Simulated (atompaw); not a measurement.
# Br: the cost of one run

The numbers are computed with atompaw 4.2.0.5 (LDA (PW92), scalar-relativistic, spin-unpolarised reference atom).

**1. The atom and the settings**

Typed settings, in words:

```
element                 : bromine (Br, Z = 35)
type                    : PAW
frozen core             : [Ar]
valence charge          : 17
reference configuration : 3d10 4s1 4p6
partial waves           : 4s (bound): rc 1.95 bohr; 4s channel at -1.25 Ry: rc 1.50 bohr; 4p (bound): rc 1.95 bohr; 4p channel at -0.3 Ry: rc 1.95 bohr; 3d (bound): rc 0.80 bohr; 3d channel at -4.1 Ry: rc 0.80 bohr
local potential         : bessel scheme, radius 1.30 bohr
core correction         : smooth core density matched at 1.30 bohr
augmentation charge     : besselshape compensation charge, radius 1.90 bohr; PAW radius 1.95 bohr; waves and projectors: custom rrkj vanderbiltortho
```

The nodes and maxima of the atom's own shells, from an earlier all-electron run, set the scale for the radii.

All-electron outer shells of the reference configuration (LDA (PW92), scalar-relativistic, ld1.x):

```
shell  level (eV)  outermost node (bohr)  outermost maximum (bohr)
   3s     -238.75                   0.23                      0.48
   3p     -174.76                   0.21                      0.48
   3d      -68.52                      –                      0.43
   4s      -21.12                   0.67                      1.41
   4p       -8.59                   0.70                      1.64
```

**2. The generation run**

Contents of Br.input:

```
Br 35
LDA-PW scalarrelativistic loggrid 1500 logderivrange -7 5 301
4 4 3 0 0 0
4 0 1
0 0 0
c
c
c
v
c
c
v
v
2
1.95 1.90 1.30 1.30
y
-1.25
n
y
-0.3
n
y
-4.1
n
custom rrkj vanderbiltortho besselshape
bessel
1.95
1.50
1.95
1.95
0.80
0.80
PWSCFOUT
UPFDX 0.0125d0 UPFXMIN -7.d0 UPFZMESH 35.d0
END
```

On the command line:

```console
$ atompaw < Br.input > Br.log
```

**Question.** How long does this run take on 1 thread of Intel Xeon Platinum 8375C at 2.90GHz, shared host?

About 7.1 s.
